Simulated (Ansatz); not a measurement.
# YbSn: the cost of one run

Computed with Ansatz 0.2.0 (DFT PBEsol, scalar-relativistic, plane waves, PAW, unless a step's input says otherwise).

12 further runs of the same task are left out: 12 set aside as unsound or not needed.

### 1 Starting point

Symmetry: P4/mmm, No. 123, tetragonal system. The conventional cell has a = 3.399 Å, b = 3.399 Å, c = 4.399 Å, α = 90.00°, β = 90.00°, γ = 90.00°. Yb (site symmetry 4/mmm) is surrounded by 8 Sn at 3.26 Å and 4 Yb at 3.40 Å. Sn (site symmetry 4/mmm) is surrounded by 8 Yb at 3.26 Å and 4 Sn at 3.40 Å.

As a file:

```
Yb Sn
1.0
     3.39880    0.00000    0.00000
     0.00000    3.39880    0.00000
     0.00000    0.00000    4.39898
Yb Sn
1 1
Direct
  0.00000 0.00000 0.00000
  0.50000 0.50000 0.50000
```

This cell was relaxed beforehand with the same method: volume 25.41 Å³/atom, gap on the mesh none (metal).

### 2 Plan of the line

The energy is mapped over a normal mode and a strain (zone-centre modes of the cell shown) (x along [1 0 0], y along [0 1 0], z along [0 0 1] of the conventional cell).

First coordinate, amplitude of mode 6 (133 cm⁻¹), largest displacement in the unstrained cell: 11 values from −0.096 Å. Second coordinate, normal strain along z: 7 values from −7.00 %.

Nothing else is relaxed (the pattern is fixed in fractional coordinates). Energies count from the relaxed high-symmetry cell. Points are written as (first, second).

The modes come from a phonon run on the reference cell, made beforehand.

Displacement patterns for an amplitude of 1 (Å):

```tsv
atom	x1	y1	z1
Yb1	0.000	0.000	-0.686
Sn2	0.000	0.000	1.000
```

### 3 The run at (−0.058 Å, −7.00 %)

Input file input.yaml:

```yaml
crystal:
  lattice:
    - [3.3987954699, 0.0, 0.0]
    - [0.0, 3.3987954699, 0.0]
    - [0.0, 0.0, 4.0910517105]
  atoms:
    - { symbol: Yb, position: [0.0, 0.0, 0.0089822972] }
    - { symbol: Sn, position: [0.5, 0.5, 0.4869060565] }
basis:
  ecutwfc: 420
kpoints:
  mp_grid: { grid: [14, 14, 10] }
hamiltonian:
  xc: pbesol
scf:
  occupations: { method: gaussian, width: 0.15 }
output:
  forces: true
  stress: true
  eigenvalues: true
```

Launch:

```bash
ansatz run input.yaml --threads 2 --pin off --max-ram 5120MiB --backend cpu --events-out ev --progress --plain --runs-dir out
```

What time and memory should one allow on 2 threads of Intel Xeon at 2.60GHz (Ice Lake), shared host?

About 9.7 s, with a peak of 0.55 GiB.
